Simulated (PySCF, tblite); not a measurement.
# C₇H₉PS: geometry, infrared bands and NMR shifts

What infrared bands and NMR shifts should C₇H₉PS (`CC(C)=Pc1ccsc1`) show?

The runs use tblite 0.8.0 and PySCF 2.14.0, with density-fitted response routines of our own; the level of theory stands in each step. All values are computed, except where a source is named. Atoms are numbered from 0 throughout.

## Step 1: Starting geometry

18 atoms, charge 0, multiplicity 1; geometry from: force field or distance geometry start.

Bonds of the start (Å): C0–C1 1.47, C1–C2 1.47, C1–P3 1.66, P3–C4 1.87, C4–C5 1.34, C5–C6 1.37, C6–S7 1.83, S7–C8 1.81, C8–C4 1.37, C0–H9 1.09, C0–H10 1.14, C0–H11 1.13, C2–H12 1.12, C2–H13 1.11, C2–H14 1.12, C5–H15 1.11, C6–H16 1.08, C8–H17 1.08.

## Step 2: Relaxing the molecule with GFN2-xTB

What the job is given:

```
{"job": {"kind": "relax", "xc": "GFN2-xTB", "basis": "xTB"}, "charge": 0, "multiplicity": 1}
C     -1.231100     1.251400     0.174100
C     -1.540200    -0.124600    -0.256200
C     -2.942500    -0.522400    -0.471000
P     -0.379300    -1.292900    -0.496700
C      1.408000    -0.820000    -0.195800
C      1.875100     0.384400    -0.562000
C      3.191600     0.681900    -0.330300
S      3.849700    -0.836000     0.460900
C      2.267200    -1.712000     0.382700
H     -0.396200     1.364800     0.870600
H     -2.156400     1.760200     0.601300
H     -1.058900     1.845500    -0.765900
H     -3.362800    -0.934700     0.479700
H     -3.560000     0.293400    -0.907700
H     -2.934500    -1.380100    -1.188800
H      1.224100     1.156400    -1.030300
H      3.703500     1.605300    -0.556400
H      2.033700    -2.714200     0.721400
```

Launch:

```
OMP_NUM_THREADS=1 python probes_run.py task.json out
```

The driver reads the jobs from task.json and runs them one after another.

**Question.** This job is followed by: GFN2-xTB harmonic vibrations, gas phase; GIAO PBE0/pcSseg-1 NMR shielding, non-relativistic, gas phase. What will the session give for the following? strongest single infrared mode (GFN2-xTB); zero-point energy (GFN2-xTB); 13C shifts against TMS (PBE0/pcSseg-1); 1H shifts against TMS (PBE0/pcSseg-1, means over atoms taken as alike); 31P shifts against H3PO4 (PBE0/pcSseg-1); 33S shifts against CS2 (PBE0/pcSseg-1); surface potential, 1st and 99th percentile.

As calculated:

```
                                                              quantity                                              value
                             strongest single infrared mode (GFN2-xTB)                               2998 cm⁻¹, 67 km/mol
                                          zero-point energy (GFN2-xTB)                                      85.7 kcal/mol
                                13C shifts against TMS (PBE0/pcSseg-1)  219.8, 147.7, 136.9, 136.3, 134.5, 31.4, 30.5 ppm
1H shifts against TMS (PBE0/pcSseg-1, means over atoms taken as alike)                   7.28, 7.16, 7.09, 2.50, 2.24 ppm
                              31P shifts against H3PO4 (PBE0/pcSseg-1)                                          236.3 ppm
                                33S shifts against CS2 (PBE0/pcSseg-1)                                            245 ppm
                                 surface potential, 1st and 99th percentile                                 -0.90 V and 1.04 V
```

What this shows: The optimisation took 109 steps and gained 1.137 eV; among the close pairs (by a distance rule), C6–S7 changed most, from 1.834 to 1.722 Å. All 48 modes are real, so the xTB geometry is a minimum. The strongest single mode, at 2998 cm⁻¹, moves mainly H10. Unscaled tight-binding wavenumbers are off by several per cent, some by more. Its intensities can rank the bands wrongly. At PBE0/pcSseg-1: The widest tensor belongs to P3: span 572 ppm, with a paramagnetic part of -887 ppm. NICS(1)zz of -27 ppm above the planar ring from C4 marks a diatropic (aromatic) ring current. By nearest atom (PBE0/pcSseg-1), the HOMO sits on P3 30 %; C1 22 % and the LUMO on P3 35 %; C1 32 %.
